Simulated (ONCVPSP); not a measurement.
# Germanium: generating and testing an ONCV potential

Aim: build the potential from the settings below, then test how well it stands in for the atom: other configurations, scattering, ghost states and the plane-wave cutoff that it needs.

Program: ONCVPSP 4.0.1.1 (patched build). Reference atom: LDA (Perdew-Wang 92), scalar-relativistic, spherical and spin-unpolarised. All values are calculated.

### Step 1. Settings

The settings as typed:

- element: germanium (Ge, Z = 32)
- type: optimised norm-conserving Vanderbilt (ONCV)
- frozen core: [Ar] 3d10
- valence charge: 4
- reference configuration: 4s1 (charge +3)
- partial waves: 4s: rc 1.50 bohr, ncon 4, nbas 8, qcut 4.3 1/bohr, 3 projectors, debl 0.7 Ha; p scattering state at 0.05 Ha: rc 1.65 bohr, ncon 4, nbas 7, qcut 4.9 1/bohr, 3 projectors, debl 2.4 Ha; d scattering state at 0.2 Ha: rc 1.65 bohr, ncon 5, nbas 9, qcut 5.8 1/bohr, 2 projectors, debl 1.5 Ha
- local potential: polynomial inside 1.05 bohr (lpopt 3, dvloc0 0 Ha)
- core correction: Teter function, fcfact 5.5, rcfact 1

The outer shells as boxes (Hund's rule for the drawing; the calculation is spin-unpolarised):

```
[Ar] core
3d [↑↓][↑↓][↑↓][↑↓][↑↓]
4s [↑ ]
```

The nodes and maxima of the atom's own shells, from an earlier all-electron run, set the scale for the radii.

All-electron outer shells of the reference configuration (LDA (PZ), scalar-relativistic, ld1.x):

| shell | level (eV) | outermost node (bohr) | outermost maximum (bohr) |
| --- | --- | --- | --- |
| 3d | -63.47 | – | 0.50 |
| 4s | -40.90 | 0.76 | 1.62 |
| 4p | -30.42 | 0.81 | 1.86 |

### Step 2. Generating the potential

Ge.dat

```
# ATOM AND REFERENCE CONFIGURATION
# atsym  z   nc   nv     iexc    psfile
  Ge 32.00    6    1  -001012      upf
#
#   n    l    f
    1    0    2.00
    2    0    2.00
    2    1    6.00
    3    0    2.00
    3    1    6.00
    3    2   10.00
    4    0    1.00
#
# PSEUDOPOTENTIAL AND OPTIMIZATION
# lmax
    2
#
#   l,   rc,      ep,       ncon, nbas, qcut
    0    1.50    0.00    4    8    4.30
    1    1.65    0.05    4    7    4.90
    2    1.65    0.20    5    9    5.80
#
# LOCAL POTENTIAL
# lloc, lpopt,  rc(5),   dvloc0
    4    3    1.05    0.00
#
# VANDERBILT-KLEINMAN-BYLANDER PROJECTORs
# l, nproj, debl
    0    3    0.70
    1    3    2.40
    2    2    1.50
#
# MODEL CORE CHARGE
# icmod, fcfact, rcfact
    3    5.50    1.00
#
# LOG DERIVATIVE ANALYSIS
# epsh1, epsh2, depsh
   -3.00    5.00    0.02
#
# OUTPUT GRID
# rlmax, drl
    6.00    0.01
#
# TEST CONFIGURATIONS
# ncnf
    4
# nvcnf
#   n    l    f
    2
    4    0    2.00
    4    1    2.00
#
    2
    4    0    2.00
    4    1    1.00
#
    1
    4    0    2.00
#
    2
    4    0    1.00
    4    1    3.00
#
```

Started as:

```sh
$ oncvpsp.x < Ge.dat > Ge.out
```

What does the calculation give? Wanted: cutoffs for 1 and 0.1 mHa per electron, occupied waves; bound ghosts; GHOST(+) flags; largest test error; largest phase difference near zero energy, channels read; rms error of d²Exc/dn², without and with the model core; projector energies reset by the program.

**Answer**, as computed:

| quantity | value |
| --- | --- |
| cutoffs for 1 and 0.1 mHa per electron, occupied waves | 9.4 Ha and 26 Ha |
| bound ghosts | s at -181.63 eV, p at -5198.30 eV, d at -36.82 eV, d at -15.22 eV |
| GHOST(+) flags | s at 216 eV, s at 824 eV, s at 1644 eV, p at 254 eV and 1 more |
| largest test error (AE − PS) | +376 meV, for 4s2 4p2 |
| largest phase difference near zero energy, channels read | 0.015 rad |
| rms error of d²Exc/dn², without and with the model core | 52.79 and 34.23 mHa |
| projector energies reset by the program | s: -1.503, 0.250, 0.950 Ha |

In words: A bound ghost (s, p, d) makes it unfit for use: electrons can fall into a state that the atom doesn't have. By total energies transferability is poor: the largest error is 376 meV on 58.6 eV, for 4s2 4p2. That test lies far up in energy; among those under 40 eV, nearer to bonding, the largest error is 120 meV. By its cutoff, 9.4 Ha for the looser tolerance, it is soft on the atom at that tolerance. The tighter tolerance needs 26 Ha, and converged work needs a cutoff nearer that. That counts occupied waves only; other projectors can need more. Near zero energy the phases of the channels with partial waves agree within 0.015 rad. The pseudo curves have a pole with no partner nearby in the atom's: d at -1.28 Ha. The program also flags highly localised states, GHOST(+) (s, p). All of this concerns the isolated atom, not yet a solid.
